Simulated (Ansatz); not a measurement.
# Y (Y, simple cubic): the cost of one run

Program: Ansatz 0.2.0. Level of theory: DFT m-r2SCAN, plane waves (500 eV) with PAW, scalar-relativistic; PBE-made PAW files; m-r²SCAN is r²SCAN on the gauge-invariant kinetic-energy density. These are calculated values, not measurements.

## (1) The structure to begin with

Symmetry: Pm-3m, No. 221, cubic system. The conventional cell has a = 3.291 Å, b = 3.291 Å, c = 3.291 Å, α = 90.00°, β = 90.00°, γ = 90.00°. Around Y (site symmetry m-3m) lie 6 Y at 3.29 Å.

Coordinates:

```
CELL_PARAMETERS angstrom
3.29127 0.00000 0.00000
0.00000 3.29127 0.00000
0.00000 0.00000 3.29127
ATOMIC_POSITIONS crystal
Y 0.00000 0.00000 0.00000
```

The atoms start with moments of +1 μB.

## (2) Relaxation of the cell

Input file input.yaml:

```yaml
crystal:
  lattice:
    - [3.2912715962, 0.0, 0.0]
    - [0.0, 3.2912715962, 0.0]
    - [0.0, 0.0, 3.2912715962]
  atoms:
    - { symbol: "Y", position: [0.0, 0.0, 0.0], spin: 1.0 }
hamiltonian:
  xc: mr2scan
  pseudopotentials:
    kind: paw
    azcp:
      "Y": "pseudopotentials/Y.paw.azcp"
basis:
  ecutwfc: 500
  fft_grid_basis: typed
kpoints:
  mp_grid: { grid: [10, 10, 10], shift: [0, 0, 0] }
magnetization:
  spin_polarized: true
scf:
  occupations: { method: fermi_dirac, width: 0.05 }
relax:
  max_steps: 60
  f_tol: 0.01
  cell: {}
```

**Question.** How long does this run take on 2 threads of an x86-64 CPU, shared host, and how much memory does it need?

About 19 s, with a peak of 0.5 GiB.
